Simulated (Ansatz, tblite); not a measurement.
# The cluster In7As7: charged states by level of theory

What does removing or adding an electron cost or gain for the cluster In7As7? Each charged state is run at several levels.

Program: Ansatz 0.2.0, Gaussian basis. Level of theory: as each input shows. These are calculated values, not measurements.

Plan: charge +1 doublet, at the geometry of the singlet (PBE0-D4/def2-TZVP, PBE-D4/def2-TZVP, HF/def2-TZVP); charge +1 doublet, relaxed (PBE0-D4/def2-TZVP, PBE-D4/def2-TZVP); charge -1 doublet, at the geometry of the singlet (PBE0-D4/def2-TZVP, PBE-D4/def2-TZVP, HF/def2-TZVP); the starting singlet's energies come from earlier runs.

4 further runs of the same task are left out: 4 set aside as unsound or not needed.

## Step 1: The geometry

The geometry is that of the singlet, from an earlier relaxation (PBE-D4/def2-SVP).

14 atoms, charge 0, spin multiplicity 1.

Atoms are counted from 1 here; the program's logs count them from 0.

Bond lengths: In1–As9 2.781 Å, In1–As10 2.627 Å, In1–As13 2.725 Å, In2–As8 2.707 Å, In2–As12 2.646 Å, In2–As14 2.799 Å, In3–As9 2.684 Å, In3–As11 2.670 Å, In3–As13 2.754 Å, In4–As8 2.692 Å, In4–As9 2.629 Å, In4–As14 2.749 Å, In5–As10 2.963 Å, In5–As14 3.030 Å, In6–As11 2.812 Å, In6–As12 2.570 Å, In6–As13 2.628 Å, In7–As10 2.952 Å and more. Angles: As9–In1–As10 115.0°, As9–In1–As13 103.9°, As10–In1–As13 136.4°, As8–In2–As12 137.3°, As8–In2–As14 100.6°, As12–In2–As14 112.1°, As9–In3–As11 119.6°, As9–In3–As13 105.8°, As11–In3–As13 100.9°, As8–In4–As9 135.6°, As8–In4–As14 102.3°, As9–In4–As14 110.6°, As10–In5–As14 49.5°, As11–In6–As12 108.2°, As11–In6–As13 100.4°, As12–In6–As13 148.6°, As10–In7–As12 111.4°, In2–As8–In4 75.0° and more.

In takes a core potential in the def2 sets. No spin-orbit coupling is included.

## Step 2: Charge +1 doublet at the fixed geometry, PBE0-D4/def2-TZVP

in.yaml reads:

```yaml
crystal:
  periodic: [false, false, false]
  atoms:
    - {symbol: In, position_ang: [1.514372, -1.589131, 0.116684]}
    - {symbol: In, position_ang: [-1.116364, 2.161830, 0.306360]}
    - {symbol: In, position_ang: [-0.213534, -1.610561, -2.537500]}
    - {symbol: In, position_ang: [-2.030154, -0.996178, 0.262957]}
    - {symbol: In, position_ang: [-0.428214, -2.627983, 3.115974]}
    - {symbol: In, position_ang: [1.245508, 1.330028, -1.742525]}
    - {symbol: In, position_ang: [1.873522, 2.400121, 2.387478]}
    - {symbol: As, position_ang: [-3.171880, 1.050880, -1.061309]}
    - {symbol: As, position_ang: [-0.712770, -3.169077, -0.410565]}
    - {symbol: As, position_ang: [1.582641, -0.534840, 2.521838]}
    - {symbol: As, position_ang: [-1.345540, 0.802114, -2.699738]}
    - {symbol: As, position_ang: [1.139505, 3.425377, -0.257873]}
    - {symbol: As, position_ang: [2.447967, -0.925405, -2.355477]}
    - {symbol: As, position_ang: [-0.785049, 0.282825, 2.353705]}
basis:
  gaussian: {orbitals: def2-TZVP, fitting: {mean_field: def2-universal-jkfit}}
total_charge: 1
magnetization: {spin_polarized: true, initial_magnetization: 1}
hamiltonian: {xc: pbe0, dispersion: d4}
scf: {omitted_lower_state_checks: [starts]}
output: {orbitals: {seedname: orbitals}}
```

The run is started by

```bash
ansatz run in.yaml --threads 2 --pin off --events-out ev --progress --plain --max-ram 32768MiB --backend cuda --devices 0, --max-vram 18GiB
```

What it wrote (excerpt; [...] marks lines left out):

```text
Functional definition: PBE0
  name "PBE0"
  cite "Adamo & Barone, J. Chem. Phys. 110, 6158 (1999) doi:10.1063/1.478522"
  cite "Perdew, Burke & Ernzerhof, Phys. Rev. Lett. 77, 3865 (1996) doi:10.1103/PhysRevLett.77.3865"
  parent pbe
[...]
3388 factors; integrals over basis functions are off by at most 4.6e-1 eV
[...]
mean field -462063.86001067 eV, -16980.5336572589 hartree, gradient 2.8e-5 eV, S^2 0.766440; 0 other end points of the search recorded, 0 dependent functions left out
reference -462063.86006647 eV, -16980.5336593094 hartree; 189, 188 occupied and 497, 498 virtual orbitals, 3388 factors
Total energy: -462065.55036343 eV, -16980.5957765771 hartree
Checks for a lower state left out: starts
```

Run time: 30 s. Hardware: 1 × H100 (card shared with other runs) with 2 threads of AMD EPYC 7R13, shared host; peak host memory 1.4 GiB.

Report: HOMO -8.66 eV, LUMO -7.25 eV (over both spins); ⟨S²⟩ 0.766 (pure: 0.75).

## Step 3: Charge +1 doublet at the fixed geometry, PBE-D4/def2-TZVP

start.molden holds the orbitals of an earlier run on this state, given as this run's starting guess.

in.yaml, as its differences from that of step 2:

```diff
@@ -18,6 +18,6 @@
 basis:
-  gaussian: {orbitals: def2-TZVP, fitting: {mean_field: def2-universal-jkfit}}
+  gaussian: {orbitals: def2-TZVP, fitting: {mean_field: def2-universal-jkfit}, initial_orbitals: start.molden}
 total_charge: 1
 magnetization: {spin_polarized: true, initial_magnetization: 1}
-hamiltonian: {xc: pbe0, dispersion: d4}
+hamiltonian: {xc: pbe, dispersion: d4}
 scf: {omitted_lower_state_checks: [starts]}
```

The command is unchanged.

What it wrote (excerpt; [...] marks lines left out):

```text
Functional definition: PBE
  name "PBE"
  cite "Perdew, Burke & Ernzerhof, Phys. Rev. Lett. 77, 3865 (1996) doi:10.1103/PhysRevLett.77.3865"
  parent pbe
[...]
3388 factors; integrals over basis functions are off by at most 4.6e-1 eV
[...]
mean field -462052.99177622 eV, -16980.1342570096 hartree, gradient 7.2e-6 eV, S^2 0.755155; 0 other end points of the search recorded, 0 dependent functions left out
reference -462052.99185136 eV, -16980.1342597707 hartree; 189, 188 occupied and 497, 498 virtual orbitals, 3388 factors
Total energy: -462054.86030121 eV, -16980.2029240364 hartree
Checks for a lower state left out: starts
```

It took 18 s on 1 × H100 (card shared with other runs) with 2 threads of AMD EPYC 7R13, shared host; peak host memory 1.3 GiB.

From the report: HOMO -7.94 eV, LUMO -7.67 eV (over both spins); ⟨S²⟩ 0.755 (pure: 0.75).

## Step 4: Charge +1 doublet at the fixed geometry, HF/def2-TZVP

in.yaml, as its differences from that of step 3:

```diff
@@ -21,3 +21,3 @@
 magnetization: {spin_polarized: true, initial_magnetization: 1}
-hamiltonian: {xc: pbe, dispersion: d4}
+hamiltonian: {xc: hf}
 scf: {omitted_lower_state_checks: [starts]}
```

Launched as before.

What it wrote (excerpt; [...] marks lines left out):

```text
Functional definition: HF
  name "HF"
  cite "Fock, Z. Phys. 61, 126 (1930) doi:10.1007/BF01340294"
  parent pbe
[...]
3388 factors; integrals over basis functions are off by at most 4.6e-1 eV
[...]
mean field -461617.06456097 eV, -16964.1142273311 hartree, gradient 2.3e-5 eV, S^2 0.835672; 0 other end points of the search recorded, 0 dependent functions left out
reference -461617.06456097 eV, -16964.1142273311 hartree; 189, 188 occupied and 497, 498 virtual orbitals, 3388 factors
Total energy: -461617.06456097 eV, -16964.1142273311 hartree
Checks for a lower state left out: starts
```

It took 21 s on 1 × H100 (card shared with other runs) with 2 threads of AMD EPYC 7R13, shared host.

Report: HOMO -9.99 eV, LUMO -4.37 eV (over both spins); ⟨S²⟩ 0.836 (pure: 0.75).

## Step 5: Vertical ionisation energy

Charged state less starting state, singlet to doublet; the starting state's energies are those of its earlier runs.

| level | vertical ionisation energy (eV) | time |
| --- | --- | --- |
| HF/def2-TZVP | +5.31 | 45 s |
| PBE-D4/def2-TZVP | +6.12 | 42 s |
| PBE0-D4/def2-TZVP | +6.22 | 63 s |

Times add the two runs; a level without a time comes out of a correlated run.

Beside −ε(HOMO) of the starting state:

| level | −ε(HOMO) (eV) | by difference (eV) | mismatch (eV) |
| --- | --- | --- | --- |
| PBE-D4/def2-TZVP | 4.54 | 6.12 | -1.58 |
| PBE0-D4/def2-TZVP | 5.16 | 6.22 | -1.06 |

## Step 6: Relaxing the charge +1 doublet

in.yaml, as its differences from that of step 4:

```diff
@@ -18,7 +18,8 @@
 basis:
-  gaussian: {orbitals: def2-TZVP, fitting: {mean_field: def2-universal-jkfit}, initial_orbitals: start.molden}
+  gaussian: {orbitals: def2-SVP, fitting: {mean_field: def2-universal-jkfit}}
 total_charge: 1
 magnetization: {spin_polarized: true, initial_magnetization: 1}
-hamiltonian: {xc: hf}
-scf: {omitted_lower_state_checks: [starts]}
+hamiltonian: {xc: pbe, dispersion: d4}
+scf: {lower_state_search: "off"}
 output: {orbitals: {seedname: orbitals}}
+relax: {f_tol: 0.03, max_steps: 70}
```

The command is unchanged.

What it wrote:

```text
Functional definition: PBE
  name "PBE"
  cite "Perdew, Burke & Ernzerhof, Phys. Rev. Lett. 77, 3865 (1996) doi:10.1103/PhysRevLett.77.3865"
  parent pbe
  parameter kappa = 0.804
  parameter beta = 0.06672455060314922
  exchange = pbe_x(kappa = kappa, mu = beta*pi^2/3)
  correlation = pbe_c(beta = beta)
these checks for a lower state are left out or cut short: stability, starts, cluster_reference, orbital_swaps, neighbouring_geometries, increment
3388 factors; integrals over basis functions are off by at most 2.6e-3 eV
mean field evaluation 1: about -461988.7015 eV, gradient 3.8e1 eV
mean field evaluation 2: about -461891.5679 eV, gradient 1.1e2 eV
mean field evaluation 4: about -461990.8052 eV, gradient 3.1e1 eV
mean field evaluation 8: about -461999.0823 eV, gradient 2.7e0 eV
mean field evaluation 16: about -461999.1432 eV, gradient 3.9e-2 eV
mean field evaluation 32: about -461999.1432 eV, gradient 2.7e-5 eV
mean field -461999.14319001 eV, -16978.1553579662 hartree, gradient 3.3e-6 eV, S^2 0.754866; 0 other end points of the search recorded, 0 dependent functions left out
the calculation of the forces begins
reference -461999.14325025 eV, -16978.1553601799 hartree; 189, 188 occupied and 217, 218 virtual orbitals, 3388 factors
relax step   1: F+E_penalty+E_count = -462001.01163986 eV  Δ(F+E_penalty+E_count) = +0.000e0 eV  max|allowed force component| = 3.500e-1 eV/Å  Δτ_max = 0.0000 Å  (33 SCF iters, accepted)
these checks for a lower state are left out or cut short: stability, starts, cluster_reference, orbital_swaps, neighbouring_geometries, increment
3388 factors; integrals over basis functions are off by at most 2.4e-3 eV
mean field -461999.22537112 eV, -16978.1583780662 hartree, gradient 2.7e-6 eV, S^2 0.755114; 0 other end points of the search recorded, 0 dependent functions left out
the calculation of the forces begins
reference -461999.22543121 eV, -16978.1583802748 hartree; 189, 188 occupied and 217, 218 virtual orbitals, 3388 factors
relax step   2: F+E_penalty+E_count = -462001.07610769 eV  Δ(F+E_penalty+E_count) = -6.447e-2 eV  max|allowed force component| = 2.893e-1 eV/Å  Δτ_max = 0.1937 Å  (32 SCF iters, accepted)
these checks for a lower state are left out or cut short: stability, starts, cluster_reference, orbital_swaps, neighbouring_geometries, increment
3388 factors; integrals over basis functions are off by at most 2.3e-3 eV
mean field -461999.26539112 eV, -16978.1598487742 hartree, gradient 9.9e-6 eV, S^2 0.754630; 0 other end points of the search recorded, 0 dependent functions left out
the calculation of the forces begins
reference -461999.26545126 eV, -16978.1598509843 hartree; 189, 188 occupied and 217, 218 virtual orbitals, 3388 factors
relax step   3: F+E_penalty+E_count = -462001.12567533 eV  Δ(F+E_penalty+E_count) = -4.957e-2 eV  max|allowed force component| = 1.279e-1 eV/Å  Δτ_max = 0.0756 Å  (28 SCF iters, accepted)
these checks for a lower state are left out or cut short: stability, starts, cluster_reference, orbital_swaps, neighbouring_geometries, increment
3388 factors; integrals over basis functions are off by at most 2.3e-3 eV
mean field -461999.28246359 eV, -16978.1604761758 hartree, gradient 2.7e-6 eV, S^2 0.754242; 0 other end points of the search recorded, 0 dependent functions left out
the calculation of the forces begins
reference -461999.28252359 eV, -16978.1604783810 hartree; 189, 188 occupied and 217, 218 virtual orbitals, 3388 factors
relax step   4: F+E_penalty+E_count = -462001.15153138 eV  Δ(F+E_penalty+E_count) = -2.586e-2 eV  max|allowed force component| = 1.634e-1 eV/Å  Δτ_max = 0.2000 Å  (30 SCF iters, accepted)
these checks for a lower state are left out or cut short: stability, starts, cluster_reference, orbital_swaps, neighbouring_geometries, increment
3388 factors; integrals over basis functions are off by at most 2.3e-3 eV
mean field evaluation 64: about -461999.2940 eV, gradient 2.2e-3 eV
mean field -461999.29399502 eV, -16978.1608999482 hartree, gradient 2.1e-6 eV, S^2 0.754040; 0 other end points of the search recorded, 0 dependent functions left out
the calculation of the forces begins
reference -461999.29405495 eV, -16978.1609021506 hartree; 189, 188 occupied and 217, 218 virtual orbitals, 3388 factors
relax step   5: F+E_penalty+E_count = -462001.16863223 eV  Δ(F+E_penalty+E_count) = -1.710e-2 eV  max|allowed force component| = 8.712e-2 eV/Å  Δτ_max = 0.0931 Å  (27 SCF iters, accepted)
these checks for a lower state are left out or cut short: stability, starts, cluster_reference, orbital_swaps, neighbouring_geometries, increment
3388 factors; integrals over basis functions are off by at most 2.2e-3 eV
mean field -461999.28523254 eV, -16978.1605779328 hartree, gradient 1.7e-6 eV, S^2 0.753613; 0 other end points of the search recorded, 0 dependent functions left out
the calculation of the forces begins
reference -461999.28529249 eV, -16978.1605801360 hartree; 189, 188 occupied and 217, 218 virtual orbitals, 3388 factors
relax step   6: F+E_penalty+E_count = -462001.16744845 eV  Δ(F+E_penalty+E_count) = +1.184e-3 eV  max|allowed force component| = 1.668e-1 eV/Å  Δτ_max = 0.2000 Å  (31 SCF iters, rejected (line search))
these checks for a lower state are left out or cut short: stability, starts, cluster_reference, orbital_swaps, neighbouring_geometries, increment
3388 factors; integrals over basis functions are off by at most 2.3e-3 eV
mean field -461999.30461753 eV, -16978.1612903183 hartree, gradient 2.6e-6 eV, S^2 0.753827; 0 other end points of the search recorded, 0 dependent functions left out
the calculation of the forces begins
reference -461999.30467749 eV, -16978.1612925217 hartree; 189, 188 occupied and 217, 218 virtual orbitals, 3388 factors
relax step   7: F+E_penalty+E_count = -462001.18241671 eV  Δ(F+E_penalty+E_count) = -1.378e-2 eV  max|allowed force component| = 5.241e-2 eV/Å  Δτ_max = 0.0986 Å  (27 SCF iters, accepted)
these checks for a lower state are left out or cut short: stability, starts, cluster_reference, orbital_swaps, neighbouring_geometries, increment
3388 factors; integrals over basis functions are off by at most 2.3e-3 eV
mean field -461999.31057749 eV, -16978.1615093427 hartree, gradient 2.2e-6 eV, S^2 0.753646; 0 other end points of the search recorded, 0 dependent functions left out
the calculation of the forces begins
reference -461999.31063746 eV, -16978.1615115464 hartree; 189, 188 occupied and 217, 218 virtual orbitals, 3388 factors
relax step   8: F+E_penalty+E_count = -462001.18960079 eV  Δ(F+E_penalty+E_count) = -7.184e-3 eV  max|allowed force component| = 3.878e-2 eV/Å  Δτ_max = 0.0999 Å  (28 SCF iters, accepted)
these checks for a lower state are left out or cut short: stability, starts, cluster_reference, orbital_swaps, neighbouring_geometries, increment
3388 factors; integrals over basis functions are off by at most 2.3e-3 eV
mean field evaluation 96: about -461999.3089 eV, gradient 6.6e-6 eV
mean field -461999.30891050 eV, -16978.1614480819 hartree, gradient 6.6e-6 eV, S^2 0.753464; 0 other end points of the search recorded, 0 dependent functions left out
the calculation of the forces begins
reference -461999.30897026 eV, -16978.1614502779 hartree; 189, 188 occupied and 217, 218 virtual orbitals, 3388 factors
relax step   9: F+E_penalty+E_count = -462001.19334033 eV  Δ(F+E_penalty+E_count) = -3.740e-3 eV  max|allowed force component| = 6.355e-2 eV/Å  Δτ_max = 0.1485 Å  (27 SCF iters, accepted)
these checks for a lower state are left out or cut short: stability, starts, cluster_reference, orbital_swaps, neighbouring_geometries, increment
3388 factors; integrals over basis functions are off by at most 2.3e-3 eV
mean field -461999.31223657 eV, -16978.1615703128 hartree, gradient 2.8e-6 eV, S^2 0.753431; 0 other end points of the search recorded, 0 dependent functions left out
the calculation of the forces begins
reference -461999.31229628 eV, -16978.1615725069 hartree; 189, 188 occupied and 217, 218 virtual orbitals, 3388 factors
relax step  10: F+E_penalty+E_count = -462001.19612811 eV  Δ(F+E_penalty+E_count) = -2.788e-3 eV  max|allowed force component| = 4.144e-2 eV/Å  Δτ_max = 0.0699 Å  (26 SCF iters, accepted)
these checks for a lower state are left out or cut short: stability, starts, cluster_reference, orbital_swaps, neighbouring_geometries, increment
3388 factors; integrals over basis functions are off by at most 2.3e-3 eV
mean field -461999.31488494 eV, -16978.1616676384 hartree, gradient 1.8e-6 eV, S^2 0.753423; 0 other end points of the search recorded, 0 dependent functions left out
the calculation of the forces begins
reference -461999.31494463 eV, -16978.1616698321 hartree; 189, 188 occupied and 217, 218 virtual orbitals, 3388 factors
relax step  11: F+E_penalty+E_count = -462001.19897582 eV  Δ(F+E_penalty+E_count) = -2.848e-3 eV  max|allowed force component| = 3.142e-2 eV/Å  Δτ_max = 0.0492 Å  (26 SCF iters, accepted)
these checks for a lower state are left out or cut short: stability, starts, cluster_reference, orbital_swaps, neighbouring_geometries, increment
3388 factors; integrals over basis functions are off by at most 2.3e-3 eV
mean field -461999.31484768 eV, -16978.1616662692 hartree, gradient 3.2e-6 eV, S^2 0.753430; 0 other end points of the search recorded, 0 dependent functions left out
the calculation of the forces begins
reference -461999.31490735 eV, -16978.1616684619 hartree; 189, 188 occupied and 217, 218 virtual orbitals, 3388 factors
relax step  12: F+E_penalty+E_count = -462001.20168790 eV  Δ(F+E_penalty+E_count) = -2.712e-3 eV  max|allowed force component| = 5.575e-2 eV/Å  Δτ_max = 0.1561 Å  (28 SCF iters, accepted)
these checks for a lower state are left out or cut short: stability, starts, cluster_reference, orbital_swaps, neighbouring_geometries, increment
3388 factors; integrals over basis functions are off by at most 2.3e-3 eV
mean field -461999.31600580 eV, -16978.1617088294 hartree, gradient 2.9e-6 eV, S^2 0.753404; 0 other end points of the search recorded, 0 dependent functions left out
the calculation of the forces begins
reference -461999.31606547 eV, -16978.1617110221 hartree; 189, 188 occupied and 217, 218 virtual orbitals, 3388 factors
relax step  13: F+E_penalty+E_count = -462001.20307399 eV  Δ(F+E_penalty+E_count) = -1.386e-3 eV  max|allowed force component| = 5.558e-2 eV/Å  Δτ_max = 0.0321 Å  (26 SCF iters, accepted)
these checks for a lower state are left out or cut short: stability, starts, cluster_reference, orbital_swaps, neighbouring_geometries, increment
3388 factors; integrals over basis functions are off by at most 2.3e-3 eV
mean field evaluation 128: about -461999.3163 eV, gradient 2.2e-5 eV
mean field -461999.31631936 eV, -16978.1617203524 hartree, gradient 2.2e-6 eV, S^2 0.753409; 0 other end points of the search recorded, 0 dependent functions left out
the calculation of the forces begins
reference -461999.31637902 eV, -16978.1617225449 hartree; 189, 188 occupied and 217, 218 virtual orbitals, 3388 factors
relax step  14: F+E_penalty+E_count = -462001.20406026 eV  Δ(F+E_penalty+E_count) = -9.863e-4 eV  max|allowed force component| = 3.090e-2 eV/Å  Δτ_max = 0.0146 Å  (26 SCF iters, accepted)
these checks for a lower state are left out or cut short: stability, starts, cluster_reference, orbital_swaps, neighbouring_geometries, increment
3388 factors; integrals over basis functions are off by at most 2.3e-3 eV
mean field -461999.31697870 eV, -16978.1617445829 hartree, gradient 2.5e-6 eV, S^2 0.753414; 0 other end points of the search recorded, 0 dependent functions left out
the calculation of the forces begins
reference -461999.31703834 eV, -16978.1617467746 hartree; 189, 188 occupied and 217, 218 virtual orbitals, 3388 factors
relax step  15: F+E_penalty+E_count = -462001.20424779 eV  Δ(F+E_penalty+E_count) = -1.875e-4 eV  max|allowed force component| = 2.941e-2 eV/Å  Δτ_max = 0.0220 Å  (25 SCF iters, accepted)
Total energy: -462001.20430743 eV, -16978.2311026342 hartree
Atom 0 at     1.448537    -1.490882     0.354939 Å, force    -0.005861     0.006278    -0.008171 eV/Å
Atom 1 at    -1.247693     2.267008     0.404901 Å, force     0.005471     0.002335     0.001268 eV/Å
Atom 2 at    -0.047951    -1.584453    -2.424908 Å, force     0.007554     0.004411    -0.005103 eV/Å
Atom 3 at    -2.077967    -1.021259     0.200365 Å, force    -0.004219     0.003236    -0.006256 eV/Å
Atom 4 at    -0.542297    -2.900520     2.896845 Å, force    -0.011946    -0.029413     0.025876 eV/Å
Atom 5 at     1.049898     1.448676    -1.734905 Å, force    -0.004689     0.001937     0.005582 eV/Å
Atom 6 at     2.521197     1.983143     1.616903 Å, force    -0.003898    -0.000780    -0.003423 eV/Å
Atom 7 at    -3.176772     1.041259    -1.089850 Å, force    -0.002888    -0.000726     0.002779 eV/Å
Atom 8 at    -0.667491    -3.188960    -0.328294 Å, force    -0.007604    -0.006147     0.004522 eV/Å
Atom 9 at     1.443566    -0.434030     2.783106 Å, force     0.017474     0.008459    -0.002580 eV/Å
Atom 10 at    -1.385505     0.736629    -2.754099 Å, force     0.013391     0.001369    -0.003184 eV/Å
Atom 11 at     1.001287     3.551808    -0.170266 Å, force    -0.008092    -0.003175    -0.000175 eV/Å
Atom 12 at     2.515500    -0.715154    -2.032314 Å, force     0.006361     0.001463    -0.008758 eV/Å
Atom 13 at    -0.834299     0.306734     2.277586 Å, force    -0.001056     0.010751    -0.002377 eV/Å
Dipole moment:     0.163268    -0.335721     0.542397 e Å
Checks for a lower state left out: stability, starts, cluster_reference, orbital_swaps, neighbouring_geometries, increment
```

It took 81 s on 1 × H100 (card shared with other runs) with 2 threads of AMD EPYC 7R13, shared host.

Along the way: (the energy doesn't fall at every step)

| step | energy from step 1 (eV) | largest force component (eV/Å) |
| --- | --- | --- |
| 1 | 0.0000 | 0.3500 |
| 2 | -0.0645 | 0.2893 |
| 3 | -0.1140 | 0.1279 |
| 4 | -0.1399 | 0.1634 |
| 5 | -0.1570 | 0.0871 |
| 6 | -0.1558 | 0.1668 |
| 7 | -0.1708 | 0.0524 |
| 8 | -0.1780 | 0.0388 |
| 9 | -0.1817 | 0.0635 |
| 10 | -0.1845 | 0.0414 |
| 11 | -0.1873 | 0.0314 |
| 12 | -0.1900 | 0.0558 |
| 13 | -0.1914 | 0.0556 |
| 14 | -0.1924 | 0.0309 |
| 15 | -0.1926 | 0.0294 |

Distances of close pairs at the start and the end, largest changes first:

| bond | before (Å) | after (Å) | change (Å) |
| --- | --- | --- | --- |
| In5–As14 | 3.030 | 3.280 | +0.249 |
| In5–As10 | 2.963 | 3.169 | +0.206 |
| In7–As12 | 2.930 | 2.822 | -0.108 |
| In6–As11 | 2.812 | 2.734 | -0.078 |
| As10–As14 | 2.511 | 2.448 | -0.062 |
| In7–As10 | 2.952 | 2.892 | -0.060 |
| In2–As14 | 2.799 | 2.742 | -0.056 |
| In6–As12 | 2.570 | 2.622 | +0.052 |

[end of part 1 of 2]
